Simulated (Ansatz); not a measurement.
**CH₅GeO radical: up Jacob's ladder to CCSD(T)**

How much do the methods differ for CH₅GeO radical? The plan is to run it at one geometry with functionals of several rungs and with coupled cluster, and see how far each lands from CCSD(T) at the basis-set limit for the atomisation energy.

Computed with Ansatz 0.2.0, Gaussian basis. Level: functionals in def2-TZVPP, the program's frozen cores in correlated methods.

Levels to be run: LDA (SPW92), PBE-D4, revPBE-D4, BLYP-D4, r2SCAN-D4, B97M-V, PBE0-D4, B3LYP-D4, r2SCANh-D4, r2SCAN0-D4, HSE06-D4, BHLYP-D4, CAM-B3LYP-D4, LC-ωPBE, ωB97X-V, ωB97M-V, B2PLYP, PBE-QIDH; CCSD(T)/def2-SVP; CCSD(T)/def2-TZVPP; MP2/def2-QZVPP; extrapolation to the limit; RPA on PBE.

### 1 The relaxed structure

The geometry comes from an earlier relaxation with PBE0-D4 in a triple-zeta def2 set; it is a stationary point, not always the lowest conformer.

SMILES `[CH3][GeH][OH]`, 8 atoms, charge 0, spin multiplicity 2.

Atoms are counted from 1 here; the program's logs count them from 0.

Bond lengths: C1–Ge2 1.954 Å, C1–H4 1.090 Å, C1–H5 1.092 Å, C1–H6 1.090 Å, Ge2–O3 1.792 Å, Ge2–H7 1.564 Å, O3–H8 0.960 Å. Angles: Ge2–C1–H4 110.3°, Ge2–C1–H5 108.7°, Ge2–C1–H6 109.9°, H4–C1–H5 109.5°, H4–C1–H6 109.3°, H5–C1–H6 109.1°, C1–Ge2–O3 103.5°, C1–Ge2–H7 112.3°, O3–Ge2–H7 107.9°, Ge2–O3–H8 112.7°.

Geometry (Å):

```xyz
8
charge 0, multiplicity 2
C    -0.66971    0.83744   -0.54282
Ge    0.88215   -0.27885   -0.13901
O     0.16006   -1.76893    0.54642
H    -0.34976    1.80770   -0.92346
H    -1.24763    0.97833    0.37327
H    -1.29600    0.34728   -1.28774
H     1.80207    0.35773    0.95396
H     0.81092   -2.33789    0.96357
```

### 2 LDA

This LDA is Slater exchange with PW92 correlation.

Input file in.yaml:

```yaml
crystal:
  periodic: [false, false, false]
  atoms:
    - {symbol: C, position_ang: [-0.669713, 0.837439, -0.542820]}
    - {symbol: Ge, position_ang: [0.882153, -0.278854, -0.139010]}
    - {symbol: O, position_ang: [0.160063, -1.768925, 0.546421]}
    - {symbol: H, position_ang: [-0.349763, 1.807696, -0.923461]}
    - {symbol: H, position_ang: [-1.247630, 0.978326, 0.373273]}
    - {symbol: H, position_ang: [-1.295998, 0.347277, -1.287738]}
    - {symbol: H, position_ang: [1.802070, 0.357732, 0.953964]}
    - {symbol: H, position_ang: [0.810919, -2.337889, 0.963573]}
basis:
  gaussian: {orbitals: def2-TZVPP}
magnetization: {spin_polarized: true, initial_magnetization: 1}
hamiltonian: {xc: lda}
output: {orbitals: {seedname: orbitals}}
```

The runs that follow: PBE-D4 (GGA); revPBE-D4 (GGA); BLYP-D4 (GGA); r2SCAN-D4 (meta-GGA); B97M-V (meta-GGA); PBE0-D4 (hybrid); B3LYP-D4 (hybrid); r2SCANh-D4 (hybrid); r2SCAN0-D4 (hybrid); HSE06-D4 (hybrid); BHLYP-D4 (hybrid); CAM-B3LYP-D4 (range-separated); LC-ωPBE-D4 (range-separated); ωB97X-V (range-separated); ωB97M-V (range-separated); B2PLYP (double hybrid); PBE-QIDH (double hybrid); CCSD(T) in def2-SVP; CCSD(T) in def2-TZVPP; MP2 in def2-QZVPP; RPA on PBE orbitals.

**Question.** What will the summary of the whole plan be? Wanted: atomisation energy, CCSD(T)/CBS; farthest beyond LDA; mean size of error, GGA; mean size of error, meta-GGA; mean size of error, hybrid; mean size of error, range-separated; mean size of error, double hybrid; gap, smallest and largest; T1 diagnostic.

**Answer**, as computed:

```
                               quantity                                                                                                         value
        atomisation energy, CCSD(T)/CBS                                                                                                 2657.6 kJ/mol
 functionals within 26.6 kJ/mol (1.0 %)  BLYP-D4, r2SCAN-D4, B97M-V, PBE0-D4, B3LYP-D4, r2SCANh-D4, HSE06-D4, CAM-B3LYP-D4, LC-ωPBE, ωB97X-V, ωB97M-V
                    farthest beyond LDA                                                                                       BHLYP-D4 (-90.4 kJ/mol)
                mean size of error, GGA                                                                                                   26.4 kJ/mol
           mean size of error, meta-GGA                                                                                                    6.7 kJ/mol
             mean size of error, hybrid                                                                                                   31.4 kJ/mol
    mean size of error, range-separated                                                                                                    9.0 kJ/mol
      mean size of error, double hybrid                                                                                                   32.3 kJ/mol
              gap, smallest and largest                                                                      0.94 eV (LDA (SPW92)), 8.39 eV (LC-ωPBE)
                          T1 diagnostic                                                                                                        0.0134
triples share of the correlation energy                                                                                                         3.5 %
```

What this shows: LDA overbinds by 373.6 kJ/mol (14 %). PBE-D4 misses by +27.6 kJ/mol. Double hybrids carry the basis error of their MP2 part in triple zeta, and no dispersion term here, so their miss is partly the set-up's. The rungs meta-GGA, range-separated, GGA miss on average by less than the doubt on the reference (26.6 kJ/mol), so they tie. Misses under about 26.6 kJ/mol are within the doubt on the reference itself, which lacks core-valence correlation, relativity and higher excitations, and its outer-core shells are covered unevenly. Hartree-Fock recovers 72 % of the binding; the rest is correlation. CCSD(T) in def2-SVP is off by -173.5 kJ/mol, more than most functionals: a good method in a small basis is no reference. Orbital gaps span 0.9 to 8.4 eV; exact exchange widens them. Correlated methods include outer-core shells of Ge, which these sets cover unevenly.
